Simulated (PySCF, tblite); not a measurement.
# C9H7 radical: geometry, infrared bands and EPR parameters

Aim: predict the infrared bands and EPR parameters of C9H7 radical (`C#CC([C]=CC)=C=C=C`).

Computed with tblite 0.8.0 and PySCF 2.14.0, with density-fitted response routines of our own, on a single molecule in the gas phase. Atoms are numbered from 0 throughout.

### Step 1. Starting geometry

16 atoms, charge 0, multiplicity 2; geometry from: force field or distance geometry start.

Bonds of the start (Å): C0–C1 1.21, C1–C2 1.44, C2–C3 1.30, C3–C4 1.30, C4–C5 1.30, C2–C6 1.47, C6–C7 1.32, C7–C8 1.50, C0–H9 1.06, C5–H10 1.10, C5–H11 1.09, C7–H12 1.09, C8–H13 1.12, C8–H14 1.12, C8–H15 1.13.

### Step 2. Optimising the geometry with GFN2-xTB

What the job is given:

```
{"job": {"kind": "relax", "xc": "GFN2-xTB", "basis": "xTB"}, "charge": 0, "multiplicity": 2}
C      0.720400     3.476300     0.161100
C      0.545300     2.285600     0.041500
C      0.354200     0.866500    -0.096400
C      1.342100     0.025900     0.025000
C      2.310200    -0.827500     0.175800
C      3.276000    -1.691400     0.284800
C     -0.951200     0.278200    -0.409300
C     -1.657100    -0.344300     0.515000
C     -2.970500    -0.926300     0.100200
H      0.866400     4.517100     0.263300
H      4.273600    -1.513100    -0.146000
H      3.068100    -2.605500     0.833300
H     -1.287600    -0.428400     1.540900
H     -2.914400    -2.047400     0.115400
H     -3.188200    -0.513500    -0.914500
H     -3.795000    -0.543000     0.766000
```

Launch:

```bash
> OMP_NUM_THREADS=1 python probes_run.py task.json out
```

This one command runs all jobs of the session in turn.

**Question.** This job is followed by: GFN2-xTB harmonic vibrations, gas phase; UKS B3LYP, pcH-1 on C H, non-relativistic, mean-field spin-orbit, GIAO. Predict these results of the whole session: strongest single infrared mode (GFN2-xTB); zero-point energy (GFN2-xTB); g(iso) (B3LYP); ⟨S²⟩; largest a(iso) (averaged by class); surface potential, 1st and 99th percentile.

The runs gave:

| quantity | value |
| --- | --- |
| strongest single infrared mode (GFN2-xTB) | 1973 cm⁻¹, 48 km/mol |
| zero-point energy (GFN2-xTB) | 71.8 kcal/mol |
| g(iso) (B3LYP) | 2.00259 |
| ⟨S²⟩ | 0.788 (exact 0.75) |
| largest a(iso) (averaged by class) | 1H on H12, 59.5 MHz |
| surface potential, 1st and 99th percentile | -0.84 V and 1.29 V |

**Reading.** The optimisation took 106 steps and gained 1.575 eV; among the close pairs (by a distance rule), C2–C6 changed most, from 1.466 to 1.335 Å. No mode is imaginary among the 42: a minimum at this level. The strongest single mode, at 1973 cm⁻¹, moves mainly C6. GFN2-xTB is a fitted tight-binding method: band positions and strengths are rough. Its intensities can rank the bands wrongly. The largest spin populations lie on C5 (0.66 e), C3 (0.47 e). The isotropic g lies 0.3 ppt above the free-electron value.
